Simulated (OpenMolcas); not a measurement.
# Fe²⁺ among point charges: CASSCF levels and susceptibility

How does a field of 5 point charges split the states of Fe²⁺, and what χT follows?

Method: state-averaged CASSCF, spin-orbit coupling by RASSI with atomic mean-field integrals. Code: OpenMolcas 26.06.

1 further run of the same task is left out (it didn't finish).

## (1) The system

```
Species                           : Fe²⁺ (iron, Z = 26, 24 electrons)
Basis                             : ANO-RCC-VTZP [6s5p3d2f1g], 59 functions
Scalar Hamiltonian                : DKH2, point nucleus
Inactive shells                   : 1s 2s 2p 3s 3p
Active space                      : 6 electrons in 5 orbitals (3d)
Some configurations of this space : 3d6
Orbitals                          : optimised for each spin and parity, averaged over all roots
```

Outer shells as boxes (Hund's rule):

3d6
```
3d [↑↓][↑ ][↑ ][↑ ][↑ ]
```

The ion sits among 5 point charges of -1.5 e arranged as a square pyramid (C4v), 1.76 Å from the ion, with the axial distance 1.918 Å. The active orbitals were held to one l.

Each step is its own input file, run in one work folder so that later steps find the files of earlier ones. Labels, J, g values, rates, χT and fits are worked out afterwards by a script from the matrices that RASSI stores.

## (2) One- and two-electron integrals

Input file a.inp:

```
&GATEWAY
Coord
1

Fe 0.0 0.0 0.0
Basis=ANO-RCC-VTZP
Group=NoSym
NoMove
AngMom=0.0 0.0 0.0
AMFI
XField
5 Angstrom 0
1.760000 0.000000 0.000000 -1.500000
0.000000 1.760000 0.000000 -1.500000
-1.760000 0.000000 0.000000 -1.500000
0.000000 -1.760000 0.000000 -1.500000
0.000000 0.000000 1.918400 -1.500000
&SEWARD
```

## (3) Reference wave functions, quintets, 5 roots

Input file a.inp:

```
&RASSCF
FileOrb=start.orb
Symmetry=1
Spin=5
nActEl=6 0 0
Inactive=9
Ras2=5
CIRoot=5 5 1
SDav=5
CIMx=300
Iter=120 100
PrWF=0.3
OrbListing=Nothing
MaxOrb=0
SupSym
1
15 10 11 12 13 14 27 28 29 30 31 32 33 34 35 36
>>> COPY $Project.JobIph JOB001
```

start.orb holds the contracted functions of the basis, ordered by shell, or the orbitals of the step before.

## (4) Reference wave functions, triplets, 45 roots

Input file a.inp:

```
&RASSCF
FileOrb=start.orb
Symmetry=1
Spin=3
nActEl=6 0 0
Inactive=9
Ras2=5
CIRoot=45 45 1
SDav=45
CIMx=300
Iter=120 100
PrWF=0.3
OrbListing=Nothing
MaxOrb=0
SupSym
1
15 10 11 12 13 14 27 28 29 30 31 32 33 34 35 36
>>> COPY $Project.JobIph JOB002
```

## (5) CASSCF: singlets, 50 roots

Input file a.inp:

```
&RASSCF
FileOrb=start.orb
Symmetry=1
Spin=1
nActEl=6 0 0
Inactive=9
Ras2=5
CIRoot=50 50 1
SDav=50
CIMx=300
Iter=120 100
PrWF=0.3
OrbListing=Nothing
MaxOrb=0
SupSym
1
15 10 11 12 13 14 27 28 29 30 31 32 33 34 35 36
>>> COPY $Project.JobIph JOB003
```

## (6) State interaction with spin-orbit coupling

Input file a.inp:

```
&RASSI
NrOfJobIphs=3 5 45 50
1 2 3 4 5
1 2 3 4 5 6 7 8 9 10 11 12 13 14 15 16 17 18 19 20 21 22 23 24 25 26 27
28 29 30 31 32 33 34 35 36 37 38 39 40 41 42 43 44 45
1 2 3 4 5 6 7 8 9 10 11 12 13 14 15 16 17 18 19 20 21 22 23 24 25 26 27
28 29 30 31 32 33 34 35 36 37 38 39 40 41 42 43 44 45 46 47 48 49 50
IphNames
JOB001
JOB002
JOB003
EJob
SpinOrbit
DIPRint=1.0
SOCoupling=1000.0
Subsets=2
Property=9
'ANGMOM' 1 'ANGMOM' 2 'ANGMOM' 3 'MLTPL  1' 1 'MLTPL  1' 2 'MLTPL  1' 3
'AMFI' 1 'AMFI' 2 'AMFI' 3
SOProperty=3
'ANGMOM' 1 'ANGMOM' 2 'ANGMOM' 3
```

Before running it: what results should come out? Wanted: spin-free ground state; first state of the same spin within the active space; lowest level; next level.

The runs gave:

| quantity | value |
| --- | --- |
| method | CASSCF |
| spin-free ground state | quintet, 2-fold in its orbital part |
| first state of the same spin within the active space | quintet at 2920 cm⁻¹ |
| lowest level | 2-fold, g = 0.00, 0.00, 10.00 |
| next level | 71.4 cm⁻¹ |
| χT at 300 K | 3.83 cm³ K/mol |
| effective moment at 300 K | 5.54 μB |

What this shows: The spin-free ground state (quintet) comes to 100 % from free-ion D terms and keeps the highest spin of the shell. χT at 300 K is 3.83, against 3.01 cm³ K/mol for the spin alone, so orbital moment adds to it. An active space of the d shell alone favours high spin; real ions in strong fields can be low spin. The field of point charges can differ much from that of real complexes. With metal d orbitals alone active, the gaps between spin states are rough; where two lie within a few thousand cm-1, their order is open. Point charges carry no covalency, so the field is a model and not that of real ligands.
